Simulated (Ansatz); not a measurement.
From input file to script: Cl4Si, SMILES Cl[Si](Cl)(Cl)Cl in Ansatz 0.2.0.

```yaml
crystal:
  periodic: [false, false, false]
  atoms:
    - { symbol: Cl, position_ang: [-0.9376, -0.1083, 1.7848] }
    - { symbol: Si, position_ang: [-0.0114, -0.0091, -0.0043] }
    - { symbol: Cl, position_ang: [1.6068, -1.1853, 0.0795] }
    - { symbol: Cl, position_ang: [-1.1608, -0.666, -1.477] }
    - { symbol: Cl, position_ang: [0.5529, 1.895, -0.4244] }
basis:
  gaussian: { orbitals: "6-31G*" }
hamiltonian:
  xc: { name: B97 }
```

Launched from the shell:
```console
$ ansatz run input.yaml --threads 1 --pin off --max-ram 4096MiB --backend cpu --events-out ev --progress --plain --runs-dir out
Engine: ansatz 0.2.0, x86_64-unknown-linux-gnu
Functional definition: B97
  parameter cx = 0.1943
  parameter cx0 = 0.8094
  parameter cx1 = 0.5073
  parameter cx2 = 0.7481
  parameter css0 = 0.1737
  parameter css1 = 2.3487
  parameter css2 = -2.4868
  parameter cos0 = 0.9454
  parameter cos1 = 0.7471
  parameter cos2 = -4.5961
  exchange = spin_sum(e_x_unif_s*poly(b97_u_x, cx0, cx1, cx2)) + cx*exact_x
  correlation = spin_sum(e_c_pw_same_spin*poly(b97_u_same, css0, css1, css2))
      + integral(e_c_pw_opposite_spin*poly(b97_u_opposite, cos0, cos1, cos2))
821 factors; integrals over basis functions are off by at most 8.1e-4 eV
mean field evaluation 1: about -57962.6501 eV, gradient 1.7e1 eV
mean field evaluation 2: about -57962.5376 eV, gradient 1.9e1 eV
mean field evaluation 4: about -57963.4363 eV, gradient 2.4e-1 eV
mean field evaluation 8: about -57963.5025 eV, gradient 2.0e-2 eV
mean field -57963.50252716 eV, -2130.1194287999 hartree, gradient 4.2e-5 eV, S^2 0.000000; 0 other end points of the search recorded, 0 dependent functions left out
reference -57963.50254731 eV, -2130.1194295405 hartree; 41, 41 occupied and 54, 54 virtual orbitals, 821 factors
Total energy: -57963.50254731 eV, -2130.1194295405 hartree
```

Script `energy.py`:
```python
# -*- coding: utf-8 -*-
"""Single point of Cl4Si in a Gaussian basis."""

import ansatz as az

GEOMETRY = """
Cl   -0.93760   -0.10830    1.78480
Si   -0.01140   -0.00910   -0.00430
Cl    1.60680   -1.18530    0.07950
Cl   -1.16080   -0.66600   -1.47700
Cl    0.55290    1.89500   -0.42440
"""


def main():
    mol = az.Crystal.molecule()
    for line in GEOMETRY.strip().splitlines():
        symbol, *xyz = line.split()
        mol = mol.atom(symbol, [float(v) for v in xyz])

    model = mol.calculation()
    model = model.basis(gaussian="6-31G*")
    model = model.functional(az.LibraryFunctional("B97"))
    out = model.run()
    report = out.report

    print(f"E = {report['free_energy_ev']:.6f} eV = {report['free_energy_ev'] / 27.211386246:.7f} Ha")
    print("converged:", report["converged"], " doubts:", report["published_state_doubts"] or "none")

    state = report["mean_field"]["state"]
    print(f"mean field: {state['energy']['hartree']:.7f} Ha, <S^2> = {abs(state['spin_squared']):.4f}, stability: {state.get('stability', {}).get('kind')}")


if __name__ == "__main__":
    main()
```

`python energy.py` gives:
```text
E = -57963.502547 eV = -2130.1194295 Ha
converged: True  doubts: none
mean field: -2130.1194295 Ha, <S^2> = 0.0000, stability: minimum
```

Notes:
- Total energies depend on the basis set; only differences at equal settings carry meaning.
- The geometry is a force-field or estimated start, not a minimum of this method, and the basis set is short of its limit.
- Run time: 4.1 s on 1 thread of Intel(R) Xeon(R) 6975P-C (Granite Rapids) (shared host), peak memory 0.3 GiB.

(A comment or docstring line of the script was reworded after the run, the code is as it ran; lines on the test bed's own set-up are left out of the output.)
